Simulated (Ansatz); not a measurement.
# Molecular dynamics of Be

Input file:

```yaml
accuracy: low
crystal:
  lattice:
    - [7.091764, 0.0, 0.0]
    - [-3.545882, 6.141648, 0.0]
    - [0.0, 0.0, 7.40853]
  atoms:
    - { symbol: Be, position: [-0.01131592, -0.03339037, 0.07446489] }
    - { symbol: Be, position: [0.01616424, 0.19700223, 0.32470212] }
    - { symbol: Be, position: [-0.05925185, -0.06941985, 0.41691305] }
    - { symbol: Be, position: [0.04820507, 0.13439277, 0.74618331] }
    - { symbol: Be, position: [0.08624388, 0.28604587, 0.02093984] }
    - { symbol: Be, position: [0.10298939, 0.56947897, 0.17911468] }
    - { symbol: Be, position: [-0.01784289, 0.35975672, 0.54859934] }
    - { symbol: Be, position: [0.12859222, 0.4766658, 0.74680585] }
    - { symbol: Be, position: [0.05356266, 0.70713116, -0.03598522] }
    - { symbol: Be, position: [0.19468907, 0.87974936, 0.27110415] }
    - { symbol: Be, position: [-0.08412052, 0.64834941, 0.46918338] }
    - { symbol: Be, position: [0.12413339, 0.77900576, 0.70790714] }
    - { symbol: Be, position: [0.38080677, -0.01718685, 0.00136631] }
    - { symbol: Be, position: [0.32748232, 0.20126076, 0.21438312] }
    - { symbol: Be, position: [0.28025255, -0.01541718, 0.51023915] }
    - { symbol: Be, position: [0.47715808, 0.24069287, 0.74744611] }
    - { symbol: Be, position: [0.369268, 0.313363, -0.03201568] }
    - { symbol: Be, position: [0.36241492, 0.50839247, 0.19721062] }
    - { symbol: Be, position: [0.26917585, 0.35697664, 0.48878644] }
    - { symbol: Be, position: [0.41811734, 0.56770055, 0.78670424] }
    - { symbol: Be, position: [0.3063556, 0.62128169, -0.01386725] }
    - { symbol: Be, position: [0.51228878, 1.04411242, 0.31644339] }
    - { symbol: Be, position: [0.34607024, 0.74016679, 0.43020103] }
    - { symbol: Be, position: [0.44793661, 0.86384855, 0.72868406] }
    - { symbol: Be, position: [0.72349329, -0.01678554, -0.07453304] }
    - { symbol: Be, position: [0.82000106, 0.1714443, 0.1500793] }
    - { symbol: Be, position: [0.65641426, -0.03001023, 0.49353941] }
    - { symbol: Be, position: [0.74829794, 0.18395428, 0.7400412] }
    - { symbol: Be, position: [0.71580341, 0.37451547, 0.02218076] }
    - { symbol: Be, position: [0.7022323, 0.49850204, 0.21250938] }
    - { symbol: Be, position: [0.67858432, 0.3349869, 0.50920096] }
    - { symbol: Be, position: [0.79417046, 0.48282935, 0.71818586] }
    - { symbol: Be, position: [0.66125079, 0.69476537, -0.03374899] }
    - { symbol: Be, position: [0.64862912, 0.86074399, 0.21898023] }
    - { symbol: Be, position: [0.5851472, 0.57301164, 0.48051564] }
    - { symbol: Be, position: [0.78772235, 0.82506494, 0.72840141] }
basis:
  ecutwfc: 420.0
kpoints:
  mp_grid: { grid: [2, 2, 2] }
hamiltonian:
  xc: lda
scf:
  occupations: { method: fermi_dirac, width: 0.3 }
  lower_state_search: "off"
md:
  timestep: 0.75
  n_steps: 89
  ensemble: nvt_langevin
  temperature: 2800.0
  initial_velocities: maxwell_boltzmann
  seed: 395011
  friction: 0.02
  temperature_schedule:
    - { n_steps: 67, end_temperature: 300.0 }
    - { n_steps: 22, end_temperature: 300.0 }
```

Run as:

```bash
$ ansatz run input.yaml --threads 1 --pin off --max-ram 3072MiB --backend cpu --events-out ev --progress --plain --runs-dir out
```

It goes on from the last frame of an earlier run, with new velocities.

Output, in part (step lines):

```
md step     0: t =     0.00 fs  T =  2722.2 K (target 2800.0 K)  F+E_penalty+E_count = -3157.46774114 eV  E_kin = 12.667480 eV  (6 SCF iters)
md step     1: t =     0.75 fs  T =  2794.0 K (target 2781.3 K)  F+E_penalty+E_count = -3157.29630451 eV  E_kin = 13.001552 eV  (6 SCF iters)
md step     2: t =     1.50 fs  T =  2630.3 K (target 2744.0 K)  F+E_penalty+E_count = -3157.14409434 eV  E_kin = 12.239522 eV  (6 SCF iters)
md step     3: t =     2.25 fs  T =  2443.6 K (target 2706.7 K)  F+E_penalty+E_count = -3157.00425514 eV  E_kin = 11.370872 eV  (6 SCF iters)
md step     4: t =     3.00 fs  T =  2289.1 K (target 2669.4 K)  F+E_penalty+E_count = -3156.89399349 eV  E_kin = 10.651917 eV  (6 SCF iters)
md step     5: t =     3.75 fs  T =  2361.5 K (target 2632.1 K)  F+E_penalty+E_count = -3156.84062596 eV  E_kin = 10.988930 eV  (5 SCF iters)
md step     6: t =     4.50 fs  T =  2284.5 K (target 2594.8 K)  F+E_penalty+E_count = -3156.83464791 eV  E_kin = 10.630742 eV  (5 SCF iters)
md step     7: t =     5.25 fs  T =  2375.1 K (target 2557.5 K)  F+E_penalty+E_count = -3156.85091053 eV  E_kin = 11.052271 eV  (5 SCF iters)
md step     8: t =     6.00 fs  T =  2429.4 K (target 2520.1 K)  F+E_penalty+E_count = -3156.91264257 eV  E_kin = 11.305094 eV  (5 SCF iters)
md step     9: t =     6.75 fs  T =  2420.4 K (target 2482.8 K)  F+E_penalty+E_count = -3157.01976293 eV  E_kin = 11.262840 eV  (5 SCF iters)
md step    10: t =     7.50 fs  T =  2380.7 K (target 2445.5 K)  F+E_penalty+E_count = -3157.13948444 eV  E_kin = 11.078104 eV  (6 SCF iters)
md step    11: t =     8.25 fs  T =  2433.8 K (target 2408.2 K)  F+E_penalty+E_count = -3157.27610100 eV  E_kin = 11.325292 eV  (5 SCF iters)
md step    12: t =     9.00 fs  T =  2454.6 K (target 2370.9 K)  F+E_penalty+E_count = -3157.42227661 eV  E_kin = 11.422019 eV  (5 SCF iters)
md step    13: t =     9.75 fs  T =  2355.9 K (target 2333.6 K)  F+E_penalty+E_count = -3157.57585630 eV  E_kin = 10.963071 eV  (5 SCF iters)
md step    14: t =    10.50 fs  T =  2350.5 K (target 2296.3 K)  F+E_penalty+E_count = -3157.73720319 eV  E_kin = 10.937772 eV  (5 SCF iters)
md step    15: t =    11.25 fs  T =  2443.8 K (target 2259.0 K)  F+E_penalty+E_count = -3157.89405057 eV  E_kin = 11.371766 eV  (5 SCF iters)
md step    16: t =    12.00 fs  T =  2419.1 K (target 2221.6 K)  F+E_penalty+E_count = -3158.05347677 eV  E_kin = 11.256778 eV  (5 SCF iters)
md step    17: t =    12.75 fs  T =  2603.5 K (target 2184.3 K)  F+E_penalty+E_count = -3158.20646866 eV  E_kin = 12.114879 eV  (5 SCF iters)
md step    18: t =    13.50 fs  T =  2587.2 K (target 2147.0 K)  F+E_penalty+E_count = -3158.34220291 eV  E_kin = 12.039029 eV  (5 SCF iters)
md step    19: t =    14.25 fs  T =  2532.4 K (target 2109.7 K)  F+E_penalty+E_count = -3158.43862578 eV  E_kin = 11.784176 eV  (5 SCF iters)
md step    20: t =    15.00 fs  T =  2587.6 K (target 2072.4 K)  F+E_penalty+E_count = -3158.49481141 eV  E_kin = 12.041059 eV  (6 SCF iters)
md step    21: t =    15.75 fs  T =  2597.8 K (target 2035.1 K)  F+E_penalty+E_count = -3158.51112954 eV  E_kin = 12.088446 eV  (5 SCF iters)
md step    22: t =    16.50 fs  T =  2639.9 K (target 1997.8 K)  F+E_penalty+E_count = -3158.47445393 eV  E_kin = 12.284574 eV  (5 SCF iters)
md step    23: t =    17.25 fs  T =  2647.6 K (target 1960.4 K)  F+E_penalty+E_count = -3158.41038715 eV  E_kin = 12.320313 eV  (5 SCF iters)
md step    24: t =    18.00 fs  T =  2623.8 K (target 1923.1 K)  F+E_penalty+E_count = -3158.32667102 eV  E_kin = 12.209335 eV  (5 SCF iters)
md step    25: t =    18.75 fs  T =  2504.1 K (target 1885.8 K)  F+E_penalty+E_count = -3158.21150944 eV  E_kin = 11.652327 eV  (5 SCF iters)
md step    26: t =    19.50 fs  T =  2463.6 K (target 1848.5 K)  F+E_penalty+E_count = -3158.07749678 eV  E_kin = 11.463830 eV  (5 SCF iters)
md step    27: t =    20.25 fs  T =  2530.4 K (target 1811.2 K)  F+E_penalty+E_count = -3157.94059469 eV  E_kin = 11.774765 eV  (5 SCF iters)
md step    28: t =    21.00 fs  T =  2524.3 K (target 1773.9 K)  F+E_penalty+E_count = -3157.80088350 eV  E_kin = 11.746335 eV  (5 SCF iters)
md step    29: t =    21.75 fs  T =  2543.3 K (target 1736.6 K)  F+E_penalty+E_count = -3157.64514060 eV  E_kin = 11.834738 eV  (5 SCF iters)
md step    30: t =    22.50 fs  T =  2568.0 K (target 1699.3 K)  F+E_penalty+E_count = -3157.48783633 eV  E_kin = 11.949684 eV  (6 SCF iters)
md step    31: t =    23.25 fs  T =  2431.0 K (target 1661.9 K)  F+E_penalty+E_count = -3157.36350518 eV  E_kin = 11.312413 eV  (5 SCF iters)
md step    32: t =    24.00 fs  T =  2447.3 K (target 1624.6 K)  F+E_penalty+E_count = -3157.27910436 eV  E_kin = 11.388135 eV  (5 SCF iters)
md step    33: t =    24.75 fs  T =  2427.5 K (target 1587.3 K)  F+E_penalty+E_count = -3157.19657136 eV  E_kin = 11.295925 eV  (5 SCF iters)
md step    34: t =    25.50 fs  T =  2334.2 K (target 1550.0 K)  F+E_penalty+E_count = -3157.12139606 eV  E_kin = 10.862011 eV  (5 SCF iters)
md step    35: t =    26.25 fs  T =  2360.6 K (target 1512.7 K)  F+E_penalty+E_count = -3157.05798933 eV  E_kin = 10.984786 eV  (5 SCF iters)
md step    36: t =    27.00 fs  T =  2305.7 K (target 1475.4 K)  F+E_penalty+E_count = -3156.98767654 eV  E_kin = 10.729381 eV  (5 SCF iters)
md step    37: t =    27.75 fs  T =  2240.4 K (target 1438.1 K)  F+E_penalty+E_count = -3156.91858972 eV  E_kin = 10.425512 eV  (5 SCF iters)
md step    38: t =    28.50 fs  T =  2263.2 K (target 1400.7 K)  F+E_penalty+E_count = -3156.85780491 eV  E_kin = 10.531688 eV  (5 SCF iters)
md step    39: t =    29.25 fs  T =  2247.5 K (target 1363.4 K)  F+E_penalty+E_count = -3156.80775040 eV  E_kin = 10.458379 eV  (5 SCF iters)
md step    40: t =    30.00 fs  T =  2138.6 K (target 1326.1 K)  F+E_penalty+E_count = -3156.76121997 eV  E_kin = 9.951451 eV  (6 SCF iters)
md step    41: t =    30.75 fs  T =  2170.7 K (target 1288.8 K)  F+E_penalty+E_count = -3156.70266721 eV  E_kin = 10.101099 eV  (5 SCF iters)
md step    42: t =    31.50 fs  T =  2073.5 K (target 1251.5 K)  F+E_penalty+E_count = -3156.62472511 eV  E_kin = 9.648641 eV  (5 SCF iters)
md step    43: t =    32.25 fs  T =  1942.0 K (target 1214.2 K)  F+E_penalty+E_count = -3156.55544893 eV  E_kin = 9.036856 eV  (5 SCF iters)
md step    44: t =    33.00 fs  T =  1902.0 K (target 1176.9 K)  F+E_penalty+E_count = -3156.50857539 eV  E_kin = 8.850829 eV  (5 SCF iters)
md step    45: t =    33.75 fs  T =  1864.0 K (target 1139.6 K)  F+E_penalty+E_count = -3156.46947713 eV  E_kin = 8.673965 eV  (5 SCF iters)
md step    46: t =    34.50 fs  T =  1878.6 K (target 1102.2 K)  F+E_penalty+E_count = -3156.43350238 eV  E_kin = 8.741680 eV  (5 SCF iters)
md step    47: t =    35.25 fs  T =  1865.7 K (target 1064.9 K)  F+E_penalty+E_count = -3156.41102116 eV  E_kin = 8.681743 eV  (5 SCF iters)
md step    48: t =    36.00 fs  T =  1858.6 K (target 1027.6 K)  F+E_penalty+E_count = -3156.39806815 eV  E_kin = 8.648779 eV  (5 SCF iters)
md step    49: t =    36.75 fs  T =  1797.8 K (target 990.3 K)  F+E_penalty+E_count = -3156.38321855 eV  E_kin = 8.365885 eV  (5 SCF iters)
md step    50: t =    37.50 fs  T =  1754.5 K (target 953.0 K)  F+E_penalty+E_count = -3156.36238642 eV  E_kin = 8.164488 eV  (6 SCF iters)
md step    51: t =    38.25 fs  T =  1661.8 K (target 915.7 K)  F+E_penalty+E_count = -3156.32972156 eV  E_kin = 7.733027 eV  (5 SCF iters)
md step    52: t =    39.00 fs  T =  1643.0 K (target 878.4 K)  F+E_penalty+E_count = -3156.28777006 eV  E_kin = 7.645652 eV  (5 SCF iters)
md step    53: t =    39.75 fs  T =  1602.3 K (target 841.0 K)  F+E_penalty+E_count = -3156.24880757 eV  E_kin = 7.456236 eV  (5 SCF iters)
md step    54: t =    40.50 fs  T =  1537.8 K (target 803.7 K)  F+E_penalty+E_count = -3156.23174607 eV  E_kin = 7.156001 eV  (5 SCF iters)
md step    55: t =    41.25 fs  T =  1558.6 K (target 766.4 K)  F+E_penalty+E_count = -3156.24089876 eV  E_kin = 7.252877 eV  (5 SCF iters)
md step    56: t =    42.00 fs  T =  1538.9 K (target 729.1 K)  F+E_penalty+E_count = -3156.27011654 eV  E_kin = 7.160983 eV  (5 SCF iters)
md step    57: t =    42.75 fs  T =  1490.5 K (target 691.8 K)  F+E_penalty+E_count = -3156.31758048 eV  E_kin = 6.935901 eV  (5 SCF iters)
md step    58: t =    43.50 fs  T =  1471.1 K (target 654.5 K)  F+E_penalty+E_count = -3156.38445641 eV  E_kin = 6.845536 eV  (5 SCF iters)
md step    59: t =    44.25 fs  T =  1450.5 K (target 617.2 K)  F+E_penalty+E_count = -3156.46443832 eV  E_kin = 6.749863 eV  (5 SCF iters)
md step    60: t =    45.00 fs  T =  1505.9 K (target 579.9 K)  F+E_penalty+E_count = -3156.55574995 eV  E_kin = 7.007604 eV  (6 SCF iters)
md step    61: t =    45.75 fs  T =  1516.3 K (target 542.5 K)  F+E_penalty+E_count = -3156.66301625 eV  E_kin = 7.056111 eV  (5 SCF iters)
md step    62: t =    46.50 fs  T =  1567.2 K (target 505.2 K)  F+E_penalty+E_count = -3156.78440807 eV  E_kin = 7.292621 eV  (5 SCF iters)
md step    63: t =    47.25 fs  T =  1587.1 K (target 467.9 K)  F+E_penalty+E_count = -3156.92254324 eV  E_kin = 7.385477 eV  (5 SCF iters)
md step    64: t =    48.00 fs  T =  1577.5 K (target 430.6 K)  F+E_penalty+E_count = -3157.07599695 eV  E_kin = 7.340886 eV  (5 SCF iters)
md step    65: t =    48.75 fs  T =  1532.8 K (target 393.3 K)  F+E_penalty+E_count = -3157.24272072 eV  E_kin = 7.132874 eV  (5 SCF iters)
md step    66: t =    49.50 fs  T =  1549.4 K (target 356.0 K)  F+E_penalty+E_count = -3157.43069384 eV  E_kin = 7.209817 eV  (4 SCF iters)
md step    67: t =    50.25 fs  T =  1568.3 K (target 318.7 K)  F+E_penalty+E_count = -3157.62790826 eV  E_kin = 7.298067 eV  (5 SCF iters)
md step    68: t =    51.00 fs  T =  1573.8 K (target 300.0 K)  F+E_penalty+E_count = -3157.81927712 eV  E_kin = 7.323244 eV  (4 SCF iters)
md step    69: t =    51.75 fs  T =  1543.8 K (target 300.0 K)  F+E_penalty+E_count = -3158.01133539 eV  E_kin = 7.183769 eV  (4 SCF iters)
md step    70: t =    52.50 fs  T =  1537.5 K (target 300.0 K)  F+E_penalty+E_count = -3158.20488936 eV  E_kin = 7.154649 eV  (6 SCF iters)
md step    71: t =    53.25 fs  T =  1533.4 K (target 300.0 K)  F+E_penalty+E_count = -3158.39245267 eV  E_kin = 7.135460 eV  (5 SCF iters)
md step    72: t =    54.00 fs  T =  1531.5 K (target 300.0 K)  F+E_penalty+E_count = -3158.56941249 eV  E_kin = 7.126752 eV  (5 SCF iters)
md step    73: t =    54.75 fs  T =  1524.8 K (target 300.0 K)  F+E_penalty+E_count = -3158.73255019 eV  E_kin = 7.095278 eV  (4 SCF iters)
md step    74: t =    55.50 fs  T =  1524.8 K (target 300.0 K)  F+E_penalty+E_count = -3158.88140140 eV  E_kin = 7.095545 eV  (4 SCF iters)
md step    75: t =    56.25 fs  T =  1548.0 K (target 300.0 K)  F+E_penalty+E_count = -3159.00954852 eV  E_kin = 7.203488 eV  (4 SCF iters)
md step    76: t =    57.00 fs  T =  1557.4 K (target 300.0 K)  F+E_penalty+E_count = -3159.11491875 eV  E_kin = 7.247240 eV  (4 SCF iters)
md step    77: t =    57.75 fs  T =  1567.4 K (target 300.0 K)  F+E_penalty+E_count = -3159.19340819 eV  E_kin = 7.293862 eV  (4 SCF iters)
md step    78: t =    58.50 fs  T =  1571.5 K (target 300.0 K)  F+E_penalty+E_count = -3159.22974354 eV  E_kin = 7.312860 eV  (4 SCF iters)
md step    79: t =    59.25 fs  T =  1549.6 K (target 300.0 K)  F+E_penalty+E_count = -3159.22720889 eV  E_kin = 7.210783 eV  (4 SCF iters)
md step    80: t =    60.00 fs  T =  1482.1 K (target 300.0 K)  F+E_penalty+E_count = -3159.19113662 eV  E_kin = 6.896558 eV  (6 SCF iters)
md step    81: t =    60.75 fs  T =  1413.0 K (target 300.0 K)  F+E_penalty+E_count = -3159.12445178 eV  E_kin = 6.575267 eV  (5 SCF iters)
md step    82: t =    61.50 fs  T =  1379.9 K (target 300.0 K)  F+E_penalty+E_count = -3159.03791495 eV  E_kin = 6.421092 eV  (4 SCF iters)
md step    83: t =    62.25 fs  T =  1324.7 K (target 300.0 K)  F+E_penalty+E_count = -3158.94428326 eV  E_kin = 6.164365 eV  (5 SCF iters)
md step    84: t =    63.00 fs  T =  1275.6 K (target 300.0 K)  F+E_penalty+E_count = -3158.85246123 eV  E_kin = 5.935981 eV  (4 SCF iters)
md step    85: t =    63.75 fs  T =  1247.9 K (target 300.0 K)  F+E_penalty+E_count = -3158.76827024 eV  E_kin = 5.806895 eV  (4 SCF iters)
md step    86: t =    64.50 fs  T =  1195.9 K (target 300.0 K)  F+E_penalty+E_count = -3158.70283004 eV  E_kin = 5.564804 eV  (4 SCF iters)
md step    87: t =    65.25 fs  T =  1159.4 K (target 300.0 K)  F+E_penalty+E_count = -3158.66243079 eV  E_kin = 5.395204 eV  (4 SCF iters)
md step    88: t =    66.00 fs  T =  1137.0 K (target 300.0 K)  F+E_penalty+E_count = -3158.65941807 eV  E_kin = 5.290783 eV  (4 SCF iters)
md step    89: t =    66.75 fs  T =  1110.4 K (target 300.0 K)  F+E_penalty+E_count = -3158.69626858 eV  E_kin = 5.166876 eV  (6 SCF iters)
```

All steps were run. The schedule's set-point averaged 510 K over the second half and the system 1526 K, so it lags behind the ramp. A run of 0.067 ps of so small a system gives no equilibrium averages. Limits of this set-up: coarse k mesh, low accuracy level.

Mean squared displacements from the first frame to the last, about the centre of mass: Be 0.54 Å².

Last frame:

```xyz
36
Lattice="7.0918 0.0000 0.0000 -3.5459 6.1416 0.0000 0.0000 0.0000 7.4085" Properties=species:S:1:pos:R:3
Be -0.277 0.133 -0.189
Be -0.373 0.667 2.105
Be 0.089 -0.830 3.471
Be 0.167 1.818 6.003
Be -0.078 1.904 0.689
Be -1.551 3.200 1.611
Be -1.356 2.001 3.504
Be -1.283 3.398 5.338
Be -2.256 4.064 -0.428
Be -2.407 5.102 1.751
Be -2.333 3.635 3.301
Be -2.131 5.133 4.735
Be 2.838 -0.280 0.271
Be 1.448 1.208 2.037
Be 0.391 0.911 4.177
Be 2.076 0.840 5.839
Be 2.012 1.592 0.174
Be 1.427 3.205 1.644
Be 0.484 2.554 3.326
Be 2.043 2.699 5.764
Be -0.106 4.022 -0.398
Be -0.378 6.208 2.253
Be -0.430 4.810 3.541
Be 0.195 5.574 5.400
Be 4.737 -0.672 -0.163
Be 5.079 1.108 1.151
Be 5.059 -0.235 3.740
Be 5.454 1.011 5.732
Be 3.784 1.885 -0.646
Be 3.253 2.125 1.565
Be 3.410 1.518 3.993
Be 3.443 3.383 4.908
Be 2.656 3.950 0.273
Be 1.324 5.104 1.559
Be 2.293 3.644 3.604
Be 2.658 5.137 5.363
```

The run took 13 min on 1 thread of Arm Neoverse V1, on a shared host, peak memory 0.63 GiB.
